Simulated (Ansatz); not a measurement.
# W: the cost of one run

Program: Ansatz 0.2.0. Level of theory: DFT LDA, scalar-relativistic, plane waves, PAW. These are calculated values, not measurements.

91 further runs of the same task are left out: 91 set aside as unsound or not needed.

**1. The system as given**

It takes space group Fm-3m (No. 225, cubic). The conventional cell has a = 3.973 Å, b = 3.973 Å, c = 3.973 Å, α = 90.00°, β = 90.00°, γ = 90.00°. W (site symmetry m-3m) is surrounded by 12 W at 2.81 Å.

Structure file:

```
W
1.0
     0.00000    1.98648    1.98648
     1.98648    0.00000    1.98648
     1.98648    1.98648    0.00000
W
1
Direct
  0.00000 0.00000 0.00000
```

This cell was relaxed beforehand with the same method: volume 15.68 Å³/atom, gap on the mesh none (metal).

**2. The scan**

The energy is mapped over volume and the cell's shape.

The axes are (1) volume per atom: 11 values from 14.423 to 16.932 Å³; (2) c/a of the conventional cell: 13 values from 0.629 to 1.167.

Nothing else is relaxed (symmetry fixes all fractional coordinates). Energies count from the relaxed crystal. Points are written as (first, second).

**3. Grid point (14.423 Å³, 0.662)**

Input file input.yaml:

```yaml
crystal:
  lattice:
    - [0.0, 2.2163334173, 1.4680992556]
    - [2.2163334173, 0.0, 1.4680992556]
    - [2.2163334173, 2.2163334173, 0.0]
  atoms:
    - { symbol: W, position: [0.0, 0.0, 0.0] }
basis:
  ecutwfc: 420
kpoints:
  mp_grid: { grid: [22, 22, 22] }
hamiltonian:
  xc: lda
  pseudopotentials: { kind: paw, azcp: { folder: soft_1 } }
scf:
  occupations: { method: gaussian, width: 0.15 }
output:
  forces: true
  stress: true
  eigenvalues: true
```

Command:

```
$ ansatz run input.yaml --threads 1 --pin off --max-ram 2048MiB --backend cpu --events-out ev --progress --plain --runs-dir out
```

What time and memory should one allow on 1 thread of AMD EPYC 9R45 (Zen 5), shared host?

About 2.7 s, with a peak of 0.43 GiB.
